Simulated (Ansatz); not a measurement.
**CH5AsO: a ladder of functionals and wavefunction methods**

One table from this session's results is given with a row withheld; the runs are named, their logs left out.

The runs use Ansatz 0.2.0, Gaussian basis; functionals in def2-TZVPP, the program's frozen cores in correlated methods.

The runs, in order: LDA (SPW92), PBE-D4, revPBE-D4, BLYP-D4, r2SCAN-D4, B97M-V, PBE0-D4, B3LYP-D4, r2SCANh-D4, r2SCAN0-D4, HSE06-D4, BHLYP-D4, CAM-B3LYP-D4, LC-ωPBE, ωB97X-V, ωB97M-V, B2PLYP, PBE-QIDH; CCSD(T)/def2-SVP; CCSD(T)/def2-TZVPP; MP2/def2-QZVPP; extrapolation to the limit; RPA on PBE.

## Structure used throughout

All runs share one geometry, relaxed beforehand with PBE0-D4 in a triple-zeta def2 set.

SMILES `CO[AsH2]`, 8 atoms, charge 0, spin multiplicity 1.

Atoms are counted from 1 here; the program's logs count them from 0.

Bond lengths: C1–O2 1.407 Å, C1–H4 1.098 Å, C1–H5 1.098 Å, C1–H6 1.093 Å, O2–As3 1.784 Å, As3–H7 1.538 Å, As3–H8 1.538 Å. Angles: O2–C1–H4 111.6°, O2–C1–H5 111.6°, O2–C1–H6 107.7°, H4–C1–H5 108.3°, H4–C1–H6 108.8°, H5–C1–H6 108.8°, C1–O2–As3 118.1°, O2–As3–H7 97.5°, O2–As3–H8 97.5°, H7–As3–H8 90.2°.

Set-up of the first run:

in.yaml

```yaml
crystal:
  periodic: [false, false, false]
  atoms:
    - {symbol: C, position_ang: [-0.419750, 0.876843, -0.216055]}
    - {symbol: O, position_ang: [-0.786445, -0.147670, 0.675496]}
    - {symbol: As, position_ang: [0.254698, -1.593621, 0.766270]}
    - {symbol: H, position_ang: [-0.394180, 0.518891, -1.253320]}
    - {symbol: H, position_ang: [0.566304, 1.291578, 0.029705]}
    - {symbol: H, position_ang: [-1.166058, 1.670671, -0.135438]}
    - {symbol: H, position_ang: [1.607274, -0.863866, 0.823686]}
    - {symbol: H, position_ang: [0.430257, -1.809927, -0.746245]}
basis:
  gaussian: {orbitals: def2-TZVPP}
hamiltonian: {xc: lda}
output: {orbitals: {seedname: orbitals}}
```

Among the steps run: LDA; PBE-D4 (GGA); revPBE-D4 (GGA); BLYP-D4 (GGA); r2SCAN-D4 (meta-GGA); B97M-V (meta-GGA); PBE0-D4 (hybrid); B3LYP-D4 (hybrid); r2SCANh-D4 (hybrid); r2SCAN0-D4 (hybrid); HSE06-D4 (hybrid); BHLYP-D4 (hybrid); CAM-B3LYP-D4 (range-separated); LC-ωPBE-D4 (range-separated; the results give it without D4); ωB97X-V (range-separated); ωB97M-V (range-separated); B2PLYP (double hybrid); PBE-QIDH (double hybrid).

One table of the session follows, with a row left open; its other results are not shown here.

It belongs to the step «Frontier levels by functional». 

```
  functional  HOMO (eV)  gap (eV)
 LDA (SPW92)      -6.58      5.03
      PBE-D4      -6.47      5.18
   revPBE-D4      -6.42      5.24
     BLYP-D4      -6.37      5.20
   r2SCAN-D4      -6.81      5.78
      B97M-V      -6.95      5.92
     PBE0-D4      -7.79      7.43
    B3LYP-D4      -7.61      7.01
  r2SCANh-D4      -7.34      6.64
  r2SCAN0-D4      -7.98      7.77
    HSE06-D4      -7.39      6.65
    BHLYP-D4          ?         ?
CAM-B3LYP-D4      -9.13      9.84
     LC-ωPBE     -10.45     12.40
     ωB97X-V     -10.11     11.90
     ωB97M-V     -10.00     11.59
```

**Question.** Estimate the row for BHLYP-D4.

Worked estimate for «HOMO (eV)». Against the share of exact exchange, BLYP-D4 (0, -6.37), B3LYP-D4 (0.2, -7.61) give a slope of -6.20 per unit share; at 0.5 the line stands at -9.47.

As computed: HOMO (eV): -8.84; gap (eV): 9.45. In «HOMO (eV)» the line misses by -0.63.
